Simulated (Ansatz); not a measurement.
# TiSi16: the cost of one run

All numbers below are computed with Ansatz 0.2.0 (DFT PBE, plane waves, PAW, scalar-relativistic, no spin polarisation).

### 1 The system as given

The cell holds 17 atoms (Si16Ti): a = 7.679 Å, b = 7.679 Å, c = 7.679 Å, α = 60.00°, β = 60.00°, γ = 60.00°.

The coordinates stand in the first input below.

### 2 End point A

input.yaml reads:

```yaml
crystal:
  lattice:
    - [0.0, 5.43, 5.43]
    - [5.43, 0.0, 5.43]
    - [5.43, 5.43, 0.0]
  atoms:
    - { symbol: Si, position: [0.0, 0.0, 0.0] }
    - { symbol: Si, position: [0.125, 0.125, 0.125] }
    - { symbol: Si, position: [0.0, 0.0, 0.5] }
    - { symbol: Si, position: [0.125, 0.125, 0.625] }
    - { symbol: Si, position: [0.0, 0.5, 0.0] }
    - { symbol: Si, position: [0.125, 0.625, 0.125] }
    - { symbol: Si, position: [0.0, 0.5, 0.5] }
    - { symbol: Si, position: [0.125, 0.625, 0.625] }
    - { symbol: Si, position: [0.5, 0.0, 0.0] }
    - { symbol: Si, position: [0.625, 0.125, 0.125] }
    - { symbol: Si, position: [0.5, 0.0, 0.5] }
    - { symbol: Si, position: [0.625, 0.125, 0.625] }
    - { symbol: Si, position: [0.5, 0.5, 0.0] }
    - { symbol: Si, position: [0.625, 0.625, 0.125] }
    - { symbol: Si, position: [0.5, 0.5, 0.5] }
    - { symbol: Si, position: [0.625, 0.625, 0.625] }
    - { symbol: Ti, position: [0.0782521, 0.3088406, 0.8060488] }
basis:
  ecutwfc: 420.0
kpoints:
  mp_grid: { grid: [2, 2, 2] }
hamiltonian:
  xc: pbe
  pseudopotentials: { kind: paw, azcp: { folder: soft_1 } }
scf:
  occupations: { method: gaussian, width: 0.02 }
  lower_state_search: "off"
relax:
  f_tol: 0.03
  max_steps: 60
  adjacent_minimum: "off"
```

Started as:

```bash
> ansatz run input.yaml --threads 1 --pin off --max-ram 3072MiB --backend cpu --events-out ev --progress --plain --runs-dir out
```

**Question.** How long does this run take on 1 thread of Arm Neoverse V1, shared host, and how much memory does it need?

About 2.2 min, with a peak of 0.55 GiB.
